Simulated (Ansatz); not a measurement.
# C (C (110), 2 layers): a relaxation

Aim: a sound relaxation of C (C (110), 2 layers). The structure is shown as the input types it.

Program: Ansatz 0.2.0. Level of theory: Kohn-Sham DFT, with the functional, basis and potentials that each input names. These are calculated values, not measurements.

## (1) The starting structure

It takes space group Pmna (No. 53, orthorhombic). Conventional cell: a = 2.497 Å, b = 17.249 Å, c = 3.532 Å, α = 90.00°, β = 90.00°, γ = 90.00°. Around C (site symmetry m) lie 3 C at 1.30 to 1.39 Å.

Coordinates:

```
CELL_PARAMETERS angstrom
2.49731 0.00000 0.00000
0.00000 3.53172 0.00000
0.00000 0.00000 17.24870
ATOMIC_POSITIONS crystal
C 0.00000 0.33608 0.48257
C 0.50000 0.16392 0.48257
C 0.50000 0.83608 0.51743
C 0.00000 0.66392 0.51743
```

## (2) Running it

The input, input.yaml:

```yaml
crystal:
  lattice:
    - [2.4973051744, 0.0, 0.0]
    - [0.0, 3.531722847, 0.0]
    - [0.0, 0.0, 17.2487]
  atoms:
    - { symbol: C, position: [0.0, 0.336080595, 0.4825746385] }
    - { symbol: C, position: [0.5, 0.163919405, 0.4825746385] }
    - { symbol: C, position: [0.5, 0.8360806466, 0.5174253615] }
    - { symbol: C, position: [0.0, 0.6639193534, 0.5174253615] }
kpoints:
  mp_grid: { grid: [10, 7, 1] }
scf:
  occupations: { method: fermi_dirac, width: 0.02 }
  max_iter: 50
hamiltonian:
  xc: lda
  pseudopotentials: { kind: all_electron, lapw: { basis_error: 0.001 } }
  hubbard: { sites: [{ species: C, l: p, u_eff: -5.0 }] }
output:
  forces: true
  stress: true
  eigenvalues: true
relax:
  f_tol: 0.01
  max_steps: 12
efield:
  axis: 3
  amplitude: 0
  dipole_correction: true
```

Command:

```bash
$ ansatz run input.yaml --threads 1 --pin off --max-ram 3584MiB --backend cpu --events-out ev --progress --plain --runs-dir out
```

What it wrote:

```text
The last accepted step is kept in <dir> (removed where the run ends without a failure and the disk answers)
C: projections on atomic orbitals take those of the free atom 1s2 2s2 2p2, of charge +0.00 (hamiltonian.pseudopotentials.projection_atoms)
LAPW: plane waves up to 13.247 Å⁻¹, error target 1.0e-3 eV per atom; small_component_spin mean_spin; C in spheres of 0.633 Å, 6 of its electrons in bands, Dirac shells []
Engine: ansatz 0.2.0
Pseudopotentials: kind: all_electron
Pseudopotential: C, LAPW, valence charge 6, Koelling and Harmon's equation, gaussian nucleus
Functional definition: SPW92
  exchange = slater_x
  correlation = pw_c
Crystal: 4 atoms, lattice volume = 152.130 Å³
Basis set: ecut = 668.5918480508201 eV, 6005 PW (Γ), exchange–correlation at level 2
Bands: 16, of which v1, the nominal top of the filled ones, is band 12 counted from 1 (11 counted from 0)
Symmetry: 4 space group operations
k-points: 24 of 70
Non-local potential: C, projectors of the file, none
Initial density: superposition of atomic densities (neutral atoms: chi_scale 0, normalization atom)
Initial wavefunctions: plane waves of lowest kinetic energy (no species holds an atomic orbital)
Functional: x = slater, c = lda
iter 1 solved again at ethr=3.56e-2 eV; its pass at ethr=1.00e-1 eV (dr2=8.55e0 eV) is discarded
SCF iter   1: F=—  HF=-4133.560982 eV  |F-HF|=—  |Δ(HF+E_count)|=         —  Δρ=7.69e-2  dr2=8.64e0  ethr=3.56e-2  p=-0.000 e·Å  D=-1.07e-14 V/Å  ΔV_dip=0.00 eV  dr2_dipole=1.71e-14  V_vac-E_F(+/−)=9.75/9.75 eV  ⟨swp⟩=2.8  Hψ=2738  notcnv=0
efield: sawtooth ramp at fractional position 0.9500 (placed from the atoms, in the widest stretch of the axis that holds none; the zero of the levels goes with the place), width 0.1000; the density the first Hamiltonian is built on has a dipole p = 0.000 e·Å; the dipole correction subtracts the counter field D = 3.28e-14 V/Å, which shifts the + side's vacuum level by -0.00 eV against the − side's; the planar-averaged density in the ramp window peaks in size at 4.5e-8 e/Å³
preconditioner: auto → LDOS  [insulator: Δε(μ)=0.235 eV  Ē_g=17.329 eV  σ=0.020 eV  W_gap=0.50  n_scr=20 (ndim 8)  ℏωp=12.0 eV  f_vac=0.743  D(μ)=0.71/eV (n_scr^D=4)  ε∞_Penn≈1.5  β→1.0]
iter 2 solved again at ethr=1.78e-3 eV; its pass at ethr=3.56e-2 eV (dr2=4.27e-1 eV) is discarded
SCF iter   2: F=—  HF=-4127.353910 eV  |F-HF|=—  |Δ(HF+E_count)|=    6.21e0  Δρ=2.30e-2  dr2=4.24e-1  ethr=1.78e-3  p=-0.000 e·Å  D=-1.69e-6 V/Å  ΔV_dip=0.00 eV  dr2_dipole=3.07e-11  V_vac-E_F(+/−)=3.00/3.00 eV  ⟨swp⟩=3.0  Hψ=2157  notcnv=0  defer=7
SCF iter   3: F=—  HF=-4127.215578 eV  |F-HF|=—  |Δ(HF+E_count)|=   1.38e-1  Δρ=2.85e-3  dr2=1.12e-2  ethr=1.77e-3  p=-0.000 e·Å  D=-3.04e-7 V/Å  ΔV_dip=0.00 eV  dr2_dipole=1.71e-14  V_vac-E_F(+/−)=3.88/3.88 eV  ⟨swp⟩=3.8  Hψ=1265  notcnv=0  defer=1
SCF iter   4: F=—  HF=-4127.212226 eV  |F-HF|=—  |Δ(HF+E_count)|=   3.35e-3  Δρ=4.34e-4  dr2=1.45e-4  ethr=4.68e-5  p=-0.000 e·Å  D=-8.95e-8 V/Å  ΔV_dip=0.00 eV  dr2_dipole=8.32e-13  V_vac-E_F(+/−)=3.69/3.69 eV  ⟨swp⟩=3.9  Hψ=1281  notcnv=0  defer=5
iter 5 did not close the SCF: its close was put off until two iterations running show no level that it waits for move by more than its bar (scf_convergence_deferred on its scf_iter line)
SCF iter   5: F=-4127.212261 eV  HF=-4127.212260 eV  |F-HF|=8.85e-7  |Δ(HF+E_count)|=   3.41e-5  Δρ=4.75e-5  dr2=1.17e-6  ethr=6.04e-7  p=0.000 e·Å  D=1.03e-7 V/Å  ΔV_dip=-0.00 eV  dr2_dipole=4.53e-13  V_vac-E_F(+/−)=3.68/3.68 eV  ⟨swp⟩=3.2  Hψ=1122  notcnv=0
iter 6 did not close the SCF: its close was put off until two iterations running show no level that it waits for move by more than its bar (scf_convergence_deferred on its scf_iter line)
SCF iter   6: F=-4127.212261 eV  HF=-4127.212261 eV  |F-HF|=5.78e-8  |Δ(HF+E_count)|=   1.11e-6  Δρ=5.76e-6  dr2=2.75e-8  ethr=4.88e-9  p=-0.000 e·Å  D=-1.09e-7 V/Å  ΔV_dip=0.00 eV  dr2_dipole=2.18e-13  V_vac-E_F(+/−)=3.68/3.68 eV  ⟨swp⟩=3.1  Hψ=977  notcnv=0
iter 7 did not close the SCF: its close was put off until two iterations running show no level that it waits for move by more than its bar (scf_convergence_deferred on its scf_iter line)
SCF iter   7: F=-4127.212261 eV  HF=-4127.212261 eV  |F-HF|=6.15e-9  |Δ(HF+E_count)|=   6.04e-8  Δρ=7.82e-7  dr2=3.19e-10  ethr=1.15e-10  p=0.000 e·Å  D=2.95e-8 V/Å  ΔV_dip=-0.00 eV  dr2_dipole=7.95e-14  V_vac-E_F(+/−)=3.68/3.68 eV  ⟨swp⟩=3.1  Hψ=1144  notcnv=0
SCF iter   8: F=-4127.212261 eV  HF=-4127.212261 eV  |F-HF|=2.73e-10  |Δ(HF+E_count)|=   6.15e-9  Δρ=9.71e-8  dr2=7.81e-12  ethr=2.46e-12 (applied; sched 1.33e-12)  p=-0.000 e·Å  D=-6.32e-8 V/Å  ΔV_dip=0.00 eV  dr2_dipole=5.01e-14  V_vac-E_F(+/−)=3.68/3.68 eV  ⟨swp⟩=3.3  Hψ=972  notcnv=0
SCF 1 converged in 8 iterations: F = -4127.212261 eV  dr2 = 7.81e-12
relax step   1: F+E_penalty+E_count = -4127.21226109 eV  Δ(F+E_penalty+E_count) = +0.000e0 eV  max|allowed force component| = 5.486e-2 eV/Å  Δτ_max = 0.0000 Å  (8 SCF iters, dr2 threshold 2.50e-6 eV, accepted)
Initial density: handed on by an earlier stage of this run
Initial wavefunctions: those handed on with the density
iter 1 solved again at ethr=3.59e-7 eV; its pass at ethr=1.00e-1 eV (dr2=8.62e-5 eV) is discarded
SCF iter   1: F=—  HF=-4127.212485 eV  |F-HF|=—  |Δ(HF+E_count)|=         —  Δρ=2.15e-4  dr2=4.62e-5  ethr=3.59e-7  p=-0.000 e·Å  D=-5.50e-8 V/Å  ΔV_dip=0.00 eV  dr2_dipole=3.35e-14  V_vac-E_F(+/−)=3.67/3.67 eV  ⟨swp⟩=4.2  Hψ=2064  notcnv=0
efield: sawtooth ramp at fractional position 0.9500 (handed on by an earlier solve), width 0.1000; the density the first Hamiltonian is built on has a dipole p = -0.000 e·Å; the dipole correction subtracts the counter field D = -5.50e-8 V/Å, which shifts the + side's vacuum level by +0.00 eV against the − side's; the planar-averaged density in the ramp window peaks in size at 2.6e-8 e/Å³
preconditioner: auto → LDOS  [insulator: Δε(μ)=0.093 eV  Ē_g=14.286 eV  σ=0.020 eV  W_gap=0.54  n_scr=20 (ndim 8)  ℏωp=12.0 eV  f_vac=0.767  D(μ)=0.92/eV (n_scr^D=4)  ε∞_Penn≈1.7  β→1.0]
iter 2 solved again at ethr=6.06e-9 eV; its pass at ethr=1.93e-7 eV (dr2=1.45e-6 eV) is discarded
SCF iter   2: F=—  HF=-4127.212462 eV  |F-HF|=—  |Δ(HF+E_count)|=   2.25e-5  Δρ=4.86e-5  dr2=1.45e-6  ethr=6.06e-9  p=0.000 e·Å  D=9.24e-9 V/Å  ΔV_dip=-0.00 eV  dr2_dipole=1.51e-14  V_vac-E_F(+/−)=3.68/3.68 eV  ⟨swp⟩=2.2  Hψ=1857  notcnv=0
iter 3 did not close the SCF: its close was put off until two iterations running show no level that it waits for move by more than its bar (scf_convergence_deferred on its scf_iter line)
SCF iter   3: F=-4127.212465 eV  HF=-4127.212465 eV  |F-HF|=7.95e-8  |Δ(HF+E_count)|=   3.09e-6  Δρ=8.46e-6  dr2=5.93e-8  ethr=6.05e-9  p=-0.000 e·Å  D=-1.99e-8 V/Å  ΔV_dip=0.00 eV  dr2_dipole=3.37e-15  V_vac-E_F(+/−)=3.68/3.68 eV  ⟨swp⟩=3.0  Hψ=1032  notcnv=0
iter 4 did not close the SCF: its close was put off until two iterations running show no level that it waits for move by more than its bar (scf_convergence_deferred on its scf_iter line)
SCF iter   4: F=-4127.212465 eV  HF=-4127.212465 eV  |F-HF|=6.40e-9  |Δ(HF+E_count)|=   9.27e-8  Δρ=1.27e-6  dr2=1.59e-9  ethr=2.47e-10  p=-0.000 e·Å  D=-4.01e-9 V/Å  ΔV_dip=0.00 eV  dr2_dipole=1.46e-15  V_vac-E_F(+/−)=3.68/3.68 eV  ⟨swp⟩=3.0  Hψ=1021  notcnv=0
SCF iter   5: F=-4127.212465 eV  HF=-4127.212465 eV  |F-HF|=1.50e-10  |Δ(HF+E_count)|=   6.97e-9  Δρ=1.49e-7  dr2=1.80e-11  ethr=6.63e-12  p=-0.000 e·Å  D=-1.46e-8 V/Å  ΔV_dip=0.00 eV  dr2_dipole=5.95e-16  V_vac-E_F(+/−)=3.68/3.68 eV  ⟨swp⟩=3.1  Hψ=1066  notcnv=0
SCF 2 converged in 5 iterations: F = -4127.212465 eV  dr2 = 1.80e-11
relax step   2: F+E_penalty+E_count = -4127.21246544 eV  Δ(F+E_penalty+E_count) = -2.044e-4 eV  max|allowed force component| = 3.512e-2 eV/Å  Δτ_max = 0.0012 Å  (5 SCF iters, dr2 threshold 1.88e-7 eV, accepted)
SCF iter   1: F=—  HF=-4127.212765 eV  |F-HF|=—  |Δ(HF+E_count)|=         —  Δρ=4.88e-4  dr2=2.28e-4  ethr=1.28e-5  p=-0.000 e·Å  D=-5.89e-10 V/Å  ΔV_dip=0.00 eV  dr2_dipole=4.76e-15  V_vac-E_F(+/−)=3.67/3.67 eV  ⟨swp⟩=4.0  Hψ=1517  notcnv=0
efield: sawtooth ramp at fractional position 0.9500 (handed on by an earlier solve), width 0.1000; the density the first Hamiltonian is built on has a dipole p = -0.000 e·Å; the dipole correction subtracts the counter field D = -5.89e-10 V/Å, which shifts the + side's vacuum level by +0.00 eV against the − side's; the planar-averaged density in the ramp window peaks in size at 2.6e-8 e/Å³
preconditioner: auto → LDOS  [insulator: Δε(μ)=0.111 eV  Ē_g=14.265 eV  σ=0.020 eV  W_gap=0.64  n_scr=20 (ndim 8)  ℏωp=12.0 eV  f_vac=0.767  D(μ)=1.05/eV (n_scr^D=6)  ε∞_Penn≈1.7  β→1.0]
iter 2 solved again at ethr=2.83e-8 eV; its pass at ethr=9.52e-7 eV (dr2=6.80e-6 eV) is discarded
SCF iter   2: F=—  HF=-4127.212671 eV  |F-HF|=—  |Δ(HF+E_count)|=   9.34e-5  Δρ=1.12e-4  dr2=6.80e-6  ethr=2.83e-8  p=0.000 e·Å  D=4.04e-9 V/Å  ΔV_dip=-0.00 eV  dr2_dipole=2.65e-16  V_vac-E_F(+/−)=3.69/3.69 eV  ⟨swp⟩=2.4  Hψ=1879  notcnv=0
SCF iter   3: F=—  HF=-4127.212676 eV  |F-HF|=—  |Δ(HF+E_count)|=   5.30e-6  Δρ=2.17e-5  dr2=4.23e-7  ethr=2.83e-8  p=0.000 e·Å  D=1.06e-8 V/Å  ΔV_dip=-0.00 eV  dr2_dipole=2.64e-16  V_vac-E_F(+/−)=3.69/3.69 eV  ⟨swp⟩=3.0  Hψ=1043  notcnv=0
iter 4 did not close the SCF: its close was put off until two iterations running show no level that it waits for move by more than its bar (scf_convergence_deferred on its scf_iter line)
SCF iter   4: F=-4127.212677 eV  HF=-4127.212677 eV  |F-HF|=2.25e-8  |Δ(HF+E_count)|=   1.65e-7  Δρ=3.64e-6  dr2=1.47e-8  ethr=1.76e-9  p=0.000 e·Å  D=8.46e-9 V/Å  ΔV_dip=-0.00 eV  dr2_dipole=3.02e-21  V_vac-E_F(+/−)=3.69/3.69 eV  ⟨swp⟩=3.0  Hψ=1002  notcnv=0
iter 5 did not close the SCF: its close was put off until two iterations running show no level that it waits for move by more than its bar (scf_convergence_deferred on its scf_iter line)
SCF iter   5: F=-4127.212677 eV  HF=-4127.212677 eV  |F-HF|=1.23e-9  |Δ(HF+E_count)|=   2.69e-8  Δρ=4.59e-7  dr2=2.05e-10  ethr=6.14e-11  p=0.000 e·Å  D=8.51e-9 V/Å  ΔV_dip=-0.00 eV  dr2_dipole=1.95e-17  V_vac-E_F(+/−)=3.69/3.69 eV  ⟨swp⟩=3.0  Hψ=1069  notcnv=0
SCF iter   6: F=-4127.212677 eV  HF=-4127.212677 eV  |F-HF|=1.82e-11  |Δ(HF+E_count)|=   1.31e-9  Δρ=4.02e-8  dr2=3.81e-12  ethr=2.70e-12 (applied; sched 1.00e-12)  p=0.000 e·Å  D=7.40e-9 V/Å  ΔV_dip=-0.00 eV  dr2_dipole=1.39e-18  V_vac-E_F(+/−)=3.69/3.69 eV  ⟨swp⟩=3.0  Hψ=1020  notcnv=0
SCF 3 converged in 6 iterations: F = -4127.212677 eV  dr2 = 3.81e-12
relax step   3: F+E_penalty+E_count = -4127.21267658 eV  Δ(F+E_penalty+E_count) = -2.111e-4 eV  max|allowed force component| = 4.192e-3 eV/Å  Δτ_max = 0.0031 Å  (6 SCF iters, accepted)
SCF converged after 6 iterations
Free energy (F): -4127.212677 eV
Harris-Foulkes:  -4127.212677 eV  (|F-HF|=1.82e-11)
Internal energy: -4127.211440 eV  (E = F + TS)
E sigma→0 (E₀):  -4127.212058 eV
Entropy (-TS):   -0.001237 eV (-0.309 meV/atom)
Fermi energy:    -1.086097 eV
Dipole field:    D = 0.000000 V/Å  (p = 0.000000 e·Å, saw-weighted, corrected)
Work function:   Φ+ = 3.6860 eV   Φ− = 3.6860 eV
Levels:          The Fermi level and band energies are counted from a zero that moves with the ramp; work functions are not
--- Per-component energies (eV) ---
  E_band       = -2288.214552
  E_kinetic    = 4118.731236
  E_xc         = -560.842411
  E_hubbard    = -14.974003  (on-site DFT+U / exact-exchange correction)
  E_vhub       = 0.933688  (the Hubbard potential's part of the band-sum identity)
  E_efield     = 0.000000  (sawtooth field / dipole correction)
  E_electrostatic = -7670.126262  (all electrons and nuclei)
  E_smearing   = -0.001237  (= −TS)
  E_closure    = 0.000000  (closes the sum)
  E_atoms      = -4075.241793  (free atoms, spherical and without spin; not in F)
  Σ components = -4127.212677   (vs F -4127.212677, Δ=0.00e0)
  Basis errors (estimates in eV, not in F): energy 6.6e-4 per atom: plane waves 6.3e-4 (4.1e-4 summed), levels above the bands 3.2e-100, relativity 2.7e-8, radial functions 2.9e-5, core shells 0.0e0; eigenvalues (radial functions only) 7.4e-7; not estimated: angular momenta, meshes, grids; target (lapw.basis_error) 1.0e-3; muffin-tin radii C 0.633 Å
--- Forces (eV/Å), atoms counted from 1 ---
  atom   1  C      0.00000000    -0.00419195    -0.00274645
  atom   2  C      0.00000000     0.00419195    -0.00274645
  atom   3  C      0.00000000    -0.00418662     0.00274646
  atom   4  C      0.00000000     0.00418662     0.00274646
  max |Σ_I F_I| component: 5.65e-9 eV/Å
--- Stress (GPa, compression-positive) ---
        7.301212       0.000000       0.000000
        0.000000      25.556262       0.000000
        0.000000       0.000000       0.002522
  P = ⅓ Tr σ = 10.9533 GPa (109.533 kbar)
--- Band table (eV; the first three rows and the last of 24) ---
  k-point 0: bands = ["-264.0720", "-264.0466", "-264.0453", "-264.0218", "-22.5336", "-14.6951", "-14.6341", "-10.0431", "-9.7484", "-6.7625", "-4.8695", "-0.9136", "-0.4350", "2.2394", "2.3511", "3.1429"]
  k-point 1: bands = ["-264.0711", "-264.0515", "-264.0405", "-264.0224", "-22.3530", "-16.5054", "-12.9985", "-9.8665", "-9.1856", "-7.1965", "-5.2818", "-1.0769", "-0.3067", "2.4757", "2.6341", "3.4311"]
  k-point 2: bands = ["-264.0688", "-264.0567", "-264.0354", "-264.0242", "-21.8184", "-18.2420", "-11.7206", "-9.3463", "-8.2247", "-7.6133", "-6.2764", "-1.9676", "0.3365", "3.1662", "3.4327", "3.6599"]
  k-point 23: bands = ["-264.0584", "-264.0584", "-264.0333", "-264.0333", "-16.9593", "-16.9593", "-15.4545", "-15.4545", "-7.4960", "-7.4960", "-4.9427", "-4.9427", "1.1486", "1.1486", "8.1412", "8.1412"]
Occupation matrices written to <dir>
--- Relaxed structure (3 steps of the walk, 3 accepted, 0 SCFs on fresh bases) ---
  F+E_penalty+E_count = -4127.21267658 eV   max|allowed force component| = 4.192e-3 eV/Å
  atoms:
    - { symbol: C, position: [0.0, 0.33636318332621234, 0.48232948552396937] }
    - { symbol: C, position: [0.5000000000000001, 0.16363681667378763, 0.48232948552396937] }
    - { symbol: C, position: [0.5000000000000001, 0.836363165001213, 0.5176705144760307] }
    - { symbol: C, position: [0.0, 0.6636368349987871, 0.5176705144760307] }
```

Wall time 3.1 min (1 thread of Intel Xeon Platinum 8488C (Sapphire Rapids), shared host); peak memory 1.8 GiB.

## (3) Checking the result

This run ends as converged. Convergence says nothing about whether the input makes sense.

In the input, hamiltonian.hubbard.sites is [{species: C, l: p, u_eff: -5.0}]. The Hubbard parameter is far from any physical value.

To check: delete hamiltonian.hubbard.sites.

## (4) A check with that setting changed

Besides the cure, the input differs in scf.max_iter.

input.yaml: that of step 2 with these lines changed.

```diff
@@ -14,3 +14,2 @@
   occupations: { method: fermi_dirac, width: 0.02 }
-  max_iter: 50
 hamiltonian:
@@ -18,3 +17,2 @@
   pseudopotentials: { kind: all_electron, lapw: { basis_error: 0.001 } }
-  hubbard: { sites: [{ species: C, l: p, u_eff: -5.0 }] }
 output:
```

Command:

```bash
$ ansatz run input.yaml --threads 1 --pin off --max-ram 3584MiB --backend cpu --events-out ev --progress --plain --runs-dir out
```

From the output:

```text
[...]
Basis set: ecut = 668.5918480508201 eV, 6005 PW (Γ), exchange–correlation at level 2
[...]
k-points: 24 of 70
[...]
SCF iter   1: F=—  HF=-4116.642114 eV  |F-HF|=—  |Δ(HF+E_count)|=         —  Δρ=7.75e-2  dr2=8.88e0  ethr=3.67e-2  p=-0.000 e·Å  D=-1.07e-14 V/Å  ΔV_dip=0.00 eV  dr2_dipole=3.52e-14  V_vac-E_F(+/−)=8.96/8.96 eV  ⟨swp⟩=2.5  Hψ=2740  notcnv=0
[...]
preconditioner: auto → LDOS  [insulator: Δε(μ)=0.242 eV  Ē_g=17.136 eV  σ=0.020 eV  W_gap=0.50  n_scr=20 (ndim 8)  ℏωp=12.0 eV  f_vac=0.743  D(μ)=0.71/eV (n_scr^D=4)  ε∞_Penn≈1.5  β→1.0]
[...]
SCF iter   2: F=—  HF=-4112.401275 eV  |F-HF|=—  |Δ(HF+E_count)|=    4.24e0  Δρ=2.33e-2  dr2=4.81e-1  ethr=2.02e-3  p=-0.000 e·Å  D=-1.20e-6 V/Å  ΔV_dip=0.00 eV  dr2_dipole=1.91e-11  V_vac-E_F(+/−)=2.82/2.82 eV  ⟨swp⟩=3.0  Hψ=2146  notcnv=0  defer=7
[...]
relax step   1: F+E_penalty+E_count = -4112.24033187 eV  Δ(F+E_penalty+E_count) = +0.000e0 eV  max|allowed force component| = 1.274e-2 eV/Å  Δτ_max = 0.0000 Å  (8 SCF iters, dr2 threshold 2.50e-6 eV, accepted)
[...]
SCF iter   1: F=—  HF=-4112.240335 eV  |F-HF|=—  |Δ(HF+E_count)|=         —  Δρ=1.64e-5  dr2=1.85e-7  ethr=3.45e-9  p=-0.000 e·Å  D=-1.27e-8 V/Å  ΔV_dip=0.00 eV  dr2_dipole=1.82e-15  V_vac-E_F(+/−)=3.68/3.68 eV  ⟨swp⟩=4.0  Hψ=1862  notcnv=0
[...]
SCF iter   2: F=-4112.240334 eV  HF=-4112.240334 eV  |F-HF|=8.42e-8  |Δ(HF+E_count)|=   1.70e-7  Δρ=3.07e-6  dr2=4.09e-9  ethr=1.73e-11  p=-0.000 e·Å  D=-1.19e-8 V/Å  ΔV_dip=0.00 eV  dr2_dipole=6.27e-17  V_vac-E_F(+/−)=3.68/3.68 eV  ⟨swp⟩=2.0  Hψ=1826  notcnv=
[...]
relax step   2: F+E_penalty+E_count = -4112.24033443 eV  Δ(F+E_penalty+E_count) = -2.554e-6 eV  max|allowed force component| = 7.127e-3 eV/Å  Δτ_max = 0.0001 Å  (2 SCF iters, accepted)
SCF converged after 2 iterations
Free energy (F): -4112.240334 eV
[...]
E sigma→0 (E₀):  -4112.239766 eV
[...]
Fermi energy:    -1.084566 eV
Dipole field:    D = -0.000000 V/Å  (p = -0.000000 e·Å, saw-weighted, corrected)
[...]
  P = ⅓ Tr σ = 11.0042 GPa (110.042 kbar)
[...]
--- Relaxed structure (2 steps of the walk, 2 accepted, 0 SCFs on fresh bases) ---
[...]
```

It took 1.8 min on 1 thread of Intel Xeon Platinum 8488C (Sapphire Rapids), shared host; peak memory 1.7 GiB.

| run | ending | energy change | gap (eV) | force (eV/Å) | cycles | time |
| --- | --- | --- | --- | --- | --- | --- |
| first try | converged | -3.74 eV/atom (U changed: no physical gain or loss) | 0.00 | 0.01 | 19 | 3.1 min |
| second try | converged | 0 | 0.00 | 0.01 | 10 | 1.8 min |

## (5) What came out

```
          quantity                      value
         first try                  converged
fault in the input               unphysical U
        second try                  converged
      total energy              -4112.2403 eV
   gap on the mesh  none (metal on this mesh)
     largest force                 0.007 eV/Å
```

**Reading.** Both runs converge, but the first rests on a faulty input. Only the second answers the question as it was meant.
